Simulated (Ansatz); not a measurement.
**ClH₅O₂Si₂: a ladder of functionals and wavefunction methods**

How much do the methods differ for ClH₅O₂Si₂? The plan is to run it at one geometry with functionals of several rungs and with coupled cluster. The yardstick is the atomisation energy at the CCSD(T) limit.

The runs use Ansatz 0.2.0, Gaussian basis; functionals in def2-TZVPP, the program's frozen cores in correlated methods.

The runs, in order: PBE-D4, r2SCAN-D4, PBE0-D4, B3LYP-D4, ωB97X-V, ωB97M-V, B2PLYP; CCSD(T)/def2-TZVPP; MP2/def2-QZVPP; extrapolation to the limit.

### 1 Structure used throughout

All runs share one geometry, relaxed beforehand with PBE0-D4 in a triple-zeta def2 set.

SMILES `O[SiH2]O[SiH2]Cl`, 10 atoms, charge 0, spin multiplicity 1.

Atoms are counted from 1 here; the program's logs count them from 0.

Bond lengths: O1–Si2 1.635 Å, O1–H6 0.959 Å, Si2–O3 1.644 Å, Si2–H7 1.475 Å, Si2–H8 1.483 Å, O3–Si4 1.618 Å, Si4–Cl5 2.064 Å, Si4–H9 1.477 Å, Si4–H10 1.477 Å. Angles: Si2–O1–H6 118.0°, O1–Si2–O3 111.8°, O1–Si2–H7 106.4°, O1–Si2–H8 111.2°, O3–Si2–H7 107.7°, O3–Si2–H8 107.3°, H7–Si2–H8 112.5°, Si2–O3–Si4 142.4°, O3–Si4–Cl5 109.5°, O3–Si4–H9 109.8°, O3–Si4–H10 110.8°, Cl5–Si4–H9 107.4°, Cl5–Si4–H10 107.0°, H9–Si4–H10 112.3°.

### 2 PBE-D4 (GGA)

Contents of in.yaml:

```yaml
crystal:
  periodic: [false, false, false]
  atoms:
    - {symbol: O, position_ang: [1.148014, 1.696901, 0.313639]}
    - {symbol: Si, position_ang: [1.400634, 0.081603, 0.317883]}
    - {symbol: O, position_ang: [0.177297, -0.730020, -0.420920]}
    - {symbol: Si, position_ang: [-1.427233, -0.715914, -0.631823]}
    - {symbol: Cl, position_ang: [-2.294554, 0.520804, 0.774483]}
    - {symbol: H, position_ang: [0.435897, 2.042148, 0.855440]}
    - {symbol: H, position_ang: [2.628610, -0.148965, -0.465965]}
    - {symbol: H, position_ang: [1.504333, -0.440776, 1.702348]}
    - {symbol: H, position_ang: [-1.970932, -2.072548, -0.421641]}
    - {symbol: H, position_ang: [-1.776966, -0.172632, -1.960144]}
basis:
  gaussian: {orbitals: def2-TZVPP}
hamiltonian: {xc: pbe, dispersion: d4}
output: {forces: true, orbitals: {seedname: orbitals}}
```

Run with:

```console
ansatz run in.yaml --threads 4 --pin off --events-out ev --progress --plain --max-ram 10444MiB
```

After this run come: r2SCAN-D4 (meta-GGA); PBE0-D4 (hybrid); B3LYP-D4 (hybrid); ωB97X-V (range-separated); ωB97M-V (range-separated); B2PLYP (double hybrid); CCSD(T) in def2-TZVPP; MP2 in def2-QZVPP.

Q: Predict the results of all the runs planned. Wanted: atomisation energy, CCSD(T)/CBS; farthest; mean size of error, hybrid; mean size of error, range-separated; gap, smallest and largest; T1 diagnostic; triples share of the correlation energy.

As calculated:

| quantity | value |
| --- | --- |
| atomisation energy, CCSD(T)/CBS | 3622.3 kJ/mol |
| functionals within 18.1 kJ/mol (0.5 %) | ωB97X-V, ωB97M-V |
| farthest | PBE0-D4 (-84.2 kJ/mol) |
| mean size of error, hybrid | 66.3 kJ/mol |
| mean size of error, range-separated | 8.0 kJ/mol |
| gap, smallest and largest | 6.74 eV (PBE-D4), 13.50 eV (ωB97X-V) |
| T1 diagnostic | 0.0109 |
| triples share of the correlation energy | 3.5 % |

**Reading.** PBE-D4 is off by -37.7 kJ/mol. Double hybrids carry the basis error of their MP2 part in triple zeta, and no dispersion term here, so their miss is partly the set-up's. The reference freezes the cores and leaves out relativity and excitations past (T), so misses under about 18.1 kJ/mol can't be ranked. Hartree-Fock recovers 74 % of the binding; the rest is correlation. Orbital gaps span 6.7 to 13.5 eV; exact exchange widens them.
